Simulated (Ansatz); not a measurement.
# Rhodium, simple cubic under LDA: from relaxation to bulk modulus

What does LDA give for rhodium in the simple cubic structure? We relax it, solve it on a dense k-mesh, switch on spin-orbit coupling, then scale the cell to 7 volumes from 88 to 112 % of the relaxed one and try a fit of the equation of state. The k-meshes are 13×13×13 for the relaxation; 21×21×21 for the dense run; 13×13×13 for spin-orbit coupling; 14×14×14 for the volumes.

This is Rh in the simple cubic structure; at room conditions it is fcc.

Program: Ansatz 0.2.0. Level of theory: DFT LDA (PW92), plane waves (420 eV) with PAW, scalar-relativistic; PBE-made PAW files. These are calculated values, not measurements.

## (1) The structure to begin with

The structure is cubic, space group Pm-3m (No. 221). The conventional cell has a = 2.458 Å, b = 2.458 Å, c = 2.458 Å, α = 90.00°, β = 90.00°, γ = 90.00°. Rh (site symmetry m-3m) has 6 Rh at 2.46 Å as nearest neighbours.

Coordinates:

```cif
data_structure
_symmetry_space_group_name_H-M 'P 1'
_symmetry_Int_Tables_number 1
_cell_length_a 2.4581
_cell_length_b 2.4581
_cell_length_c 2.4581
_cell_angle_alpha 90.000
_cell_angle_beta 90.000
_cell_angle_gamma 90.000
_cell_volume 14.85
loop_
_atom_site_label
_atom_site_type_symbol
_atom_site_fract_x
_atom_site_fract_y
_atom_site_fract_z
_atom_site_occupancy
Rh1 Rh 0.00000 0.00000 0.00000 1
```

## (2) Relaxation of the cell

input.yaml reads:

```yaml
crystal:
  lattice:
    - [2.4580591709, 0.0, 0.0]
    - [0.0, 2.4580591709, 0.0]
    - [0.0, 0.0, 2.4580591709]
  atoms:
    - { symbol: Rh, position: [0.0, 0.0, 0.0] }
hamiltonian:
  xc: lda
  pseudopotentials:
    kind: paw
    azcp:
      Rh: "pseudopotentials/Rh.paw.azcp"
basis:
  ecutwfc: 420
  fft_grid_basis: typed
kpoints:
  mp_grid: { grid: [13, 13, 13], shift: [0, 0, 0] }
magnetization:
  spin_polarized: false
scf:
  occupations: { method: fermi_dirac, width: 0.1 }
relax:
  max_steps: 60
  f_tol: 0.01
  cell: {}
output:
  write_density: true
  write_potential: true
  elf: true
  volumetric_format: npy
```

Further steps of the session: Single point on a dense mesh; A two-component run at the same geometry; Equation of state: 88 %; Equation of state: 92 %; Equation of state: 96 %; Equation of state: 100 %; Equation of state: 104 %; Equation of state: 108 %; Equation of state: 112 %.

What does the calculation give? Wanted: space group; conventional cell; volume; shortest distance; gap on the mesh; relative to fcc; V₀, B₀, B₀′.

As calculated:

| quantity | value |
| --- | --- |
| space group (spins left aside) | Pm-3m (No. 221) |
| conventional cell | a = 2.481 Å |
| volume | 15.272 Å³/atom |
| shortest distance | 2.481 Å |
| gap on the mesh | none (levels filled in part) |
| relative to fcc | +900 meV/atom |
| V₀, B₀, B₀′ | 15.227 Å³/atom, 231 GPa, 5.0 |

**Reading.** From the guessed start the volume grew by 2.8 % in 5 steps. Against the reference form of rhodium (fcc, computed apart with the same settings) it stands 900 meV/atom higher, so it is far from stable. Levels at the Fermi energy are filled in part, as in a metal. The total energy of the spin-orbit run lies -1.8 eV/atom from the scalar one, but the two kinds of run don't share a zero of energy: only differences within one kind count. B₀ comes out at 231 GPa. Relaxation kept the symmetry; phonons were not checked.
